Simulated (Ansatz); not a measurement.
# C2H6BBrS: small, medium and large basis sets

The task here is to estimate one member of a computed series from the others.

The runs use Ansatz 0.2.0, Gaussian basis; one geometry, several basis sets.

The runs, in order: PBE0-D4/def2-SVP; ωB97M-V/def2-SVP; PBE0-D4/def2-QZVPP; ωB97M-V/def2-QZVPP; the functionals' def2-TZVPP values are taken from earlier runs.

## Structure used throughout

The geometry comes from an earlier relaxation with PBE0-D4 in a triple-zeta def2 set; it is a stationary point, not always the lowest conformer.

SMILES `CCB(S)Br`, 11 atoms, charge 0, spin multiplicity 1.

Atoms are counted from 1 here; the program's logs count them from 0.

Bond lengths: C1–C2 1.527 Å, C1–H6 1.092 Å, C1–H7 1.091 Å, C1–H8 1.092 Å, C2–B3 1.563 Å, C2–H9 1.100 Å, C2–H10 1.095 Å, B3–S4 1.786 Å, B3–Br5 1.930 Å, S4–H11 1.345 Å. Angles: C2–C1–H6 111.0°, C2–C1–H7 111.2°, C2–C1–H8 111.2°, H6–C1–H7 108.0°, H6–C1–H8 107.8°, H7–C1–H8 107.5°, C1–C2–B3 116.1°, C1–C2–H9 109.1°, C1–C2–H10 110.3°, B3–C2–H9 105.4°, B3–C2–H10 110.0°, H9–C2–H10 105.4°, C2–B3–S4 125.3°, C2–B3–Br5 120.3°, S4–B3–Br5 114.3°, B3–S4–H11 96.8°.

As a file:

```
C    -0.6616    1.2852    0.3487
C     0.0710   -0.0409    0.5363
B     0.6667   -0.6856   -0.7568
S     0.6575   -2.4296   -1.1400
Br    1.5544    0.4113   -2.0730
H    -1.0051    1.6811    1.3066
H    -0.0136    2.0320   -0.1127
H    -1.5357    1.1662   -0.2956
H     0.9286    0.1139    1.2081
H    -0.5741   -0.7612    1.0499
H    -0.0229   -2.8293   -0.0508
```

The first run:

Contents of in.yaml:

```yaml
crystal:
  periodic: [false, false, false]
  atoms:
    - {symbol: C, position_ang: [-0.661620, 1.285151, 0.348689]}
    - {symbol: C, position_ang: [0.071039, -0.040877, 0.536341]}
    - {symbol: B, position_ang: [0.666654, -0.685642, -0.756771]}
    - {symbol: S, position_ang: [0.657499, -2.429609, -1.139988]}
    - {symbol: Br, position_ang: [1.554439, 0.411295, -2.073041]}
    - {symbol: H, position_ang: [-1.005054, 1.681097, 1.306646]}
    - {symbol: H, position_ang: [-0.013553, 2.031970, -0.112703]}
    - {symbol: H, position_ang: [-1.535747, 1.166205, -0.295569]}
    - {symbol: H, position_ang: [0.928644, 0.113943, 1.208112]}
    - {symbol: H, position_ang: [-0.574064, -0.761218, 1.049932]}
    - {symbol: H, position_ang: [-0.022938, -2.829315, -0.050846]}
basis:
  gaussian: {orbitals: def2-SVP}
hamiltonian: {xc: pbe0, dispersion: d4}
output: {orbitals: {seedname: orbitals}}
```

Launch:

```console
$ ansatz run in.yaml --threads 4 --pin off --events-out ev --progress --plain --max-ram 10444MiB
```

Steps of the session up to this table: PBE0-D4 in def2-SVP; ωB97M-V in def2-SVP; PBE0-D4 in def2-QZVPP; ωB97M-V in def2-QZVPP.

One of the session's tables, all rows but one given; the rest of the session is left out.

It belongs to the step «Density functionals: the series». 

```
functional       basis  HOMO (eV)
   PBE0-D4    def2-SVP          ?
   PBE0-D4  def2-TZVPP      -7.96
   PBE0-D4  def2-QZVPP      -7.97
   ωB97M-V    def2-SVP      -9.96
   ωB97M-V  def2-TZVPP     -10.10
   ωB97M-V  def2-QZVPP     -10.12
```

**Question.** Estimate the row for PBE0-D4, def2-SVP.

The run gave: HOMO (eV): -7.85. In the column «HOMO (eV)» it is the highest.
